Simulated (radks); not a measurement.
# As⁺ in [Ar] 3d9 4s2 4p2 5p1: an all-electron calculation

What are the levels of the arsenic ion As+, how large are its shells, and how does its energy divide?

The numbers are computed with radks (a radial shooting solver on a logarithmic mesh, Libxc functionals) version 1 (Dirac Kohn-Sham, XLYP, spin-unpolarised, spherical densities, finite nucleus; open shells fill j = l - 1/2 first), except any that are marked as measured or tabulated.

## Step 1: Starting point

| Item | Value |
| --- | --- |
| element | arsenic (Z = 33) |
| charge | +1 |
| electrons | 32 |
| configuration | [Ar] 3d9 4s2 4p2 5p1 |
| nuclear rms radius | 4.0968 fm |

## Step 2: The run

The run's settings:

```text
Z 33
configuration [Ar] 3d9 4s2 4p2 5p1
relativity Dirac
functional xlyp
spin unpolarised
j_filling energy
nucleus finite rms 4.0968 fm
c 137.035999084
```

Launch:

```console
$ python run_ks.py task.json out
```

This one command runs every case of the session in turn.

**Question.** What will this run give?

**Answer**, as computed:

| quantity | value |
| --- | --- |
| total energy | -2259.34249 hartree |
| exchange-correlation share of it | 3.69 % |
| −T/E | 1.0227 |
| highest occupied level | 5p1/2, -5.171 eV |
| most extended occupied level | 5p1/2, <r> = 5.60 bohr |
| radius at density 0.001 e/bohr³ | 4.48 bohr |
| maxima of the radial density | 4 |

What this shows: The radial density shows 4 maxima for 5 occupied principal shells; where shells overlap, one shows as a shoulder or not at all. Relativity lifts −T/E to 1.023. This is not the tabulated ground configuration, so its levels and sizes aren't those of the ground state, and no measured value stands beside it.
